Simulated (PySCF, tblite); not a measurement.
**C₄H₃F₃NP: geometry, infrared bands and NMR shifts**

What infrared bands and NMR shifts should C₄H₃F₃NP (`N#CCPC(F)=C(F)F`) show?

Programs: tblite 0.8.0 and PySCF 2.14.0, with density-fitted response routines of our own. Each step states its level of theory. These are calculated values for one molecule in the gas phase, unless marked as measured. Atoms are numbered from 0 throughout.

## Step 1: Starting geometry

12 atoms, charge 0, multiplicity 1; geometry from: force field or distance geometry start.

Bonds of the start (Å): N0–C1 1.16, C1–C2 1.46, C2–P3 1.82, P3–C4 1.80, C4–F5 1.37, C4–C6 1.33, C6–F7 1.34, C6–F8 1.38, C2–H9 1.13, C2–H10 1.10, P3–H11 1.43.

## Step 2: Geometry optimisation with GFN2-xTB

Job settings and geometry (Å):

```
{"job": {"kind": "relax", "xc": "GFN2-xTB", "basis": "xTB"}, "charge": 0, "multiplicity": 1}
N     -3.018700    -1.185800     1.188300
C     -2.452200    -0.582700     0.373400
C     -1.696100     0.181000    -0.617900
P     -0.136700     0.759400     0.113000
C      1.284300    -0.335400    -0.056100
F      1.153900    -1.668400    -0.357900
C      2.522700     0.139500     0.076500
F      2.791900     1.423800     0.370000
F      3.564900    -0.752200    -0.073700
H     -2.271100     1.095900    -0.953500
H     -1.515100    -0.496700    -1.469100
H     -0.226700     1.421000     1.380800
```

Started as:

```
$ OMP_NUM_THREADS=1 python probes_run.py task.json out
```

The driver reads the jobs from task.json and runs them one after another.

**Question.** This job is followed by: GFN2-xTB harmonic vibrations, gas phase; GIAO PBE0/pcSseg-1 NMR shielding, non-relativistic, gas phase. Predict these results of the whole session: strongest single infrared mode (GFN2-xTB); zero-point energy (GFN2-xTB); ¹³C shifts against TMS (PBE0/pcSseg-1); ¹H shifts against TMS (PBE0/pcSseg-1, means over atoms taken as alike); ¹⁵N shifts against NH3 (PBE0/pcSseg-1); ³¹P shifts against H3PO4 (PBE0/pcSseg-1); ¹⁹F shifts against CFCl3 (PBE0/pcSseg-1).

**Answer**, as computed:

| quantity | value |
| --- | --- |
| strongest single infrared mode (GFN2-xTB) | 1728 cm⁻¹, 218 km/mol |
| zero-point energy (GFN2-xTB) | 39.4 kcal/mol |
| ¹³C shifts against TMS (PBE0/pcSseg-1) | 170.3, 134.4, 121.6, 8.8 ppm |
| ¹H shifts against TMS (PBE0/pcSseg-1, means over atoms taken as alike) | 4.64, 2.45 ppm |
| ¹⁵N shifts against NH3 (PBE0/pcSseg-1) | 305.0 ppm |
| ³¹P shifts against H3PO4 (PBE0/pcSseg-1) | -84.4 ppm |
| ¹⁹F shifts against CFCl3 (PBE0/pcSseg-1) | -85.3, -109.9, -207.7 ppm |

In words: Over 128 steps the energy fell by 1.588 eV; of the close pairs, C2–P3 changed most, 1.817 to 1.880 Å. All 30 modes are real, so the xTB geometry is a minimum. The strongest single mode, at 1728 cm⁻¹, moves mainly C6 and C4. GFN2-xTB is a fitted tight-binding method: band positions and strengths are rough. Its intensities can rank the bands wrongly. At PBE0/pcSseg-1: The largest span, 491 ppm, is at N0, where the paramagnetic term is -377 ppm.
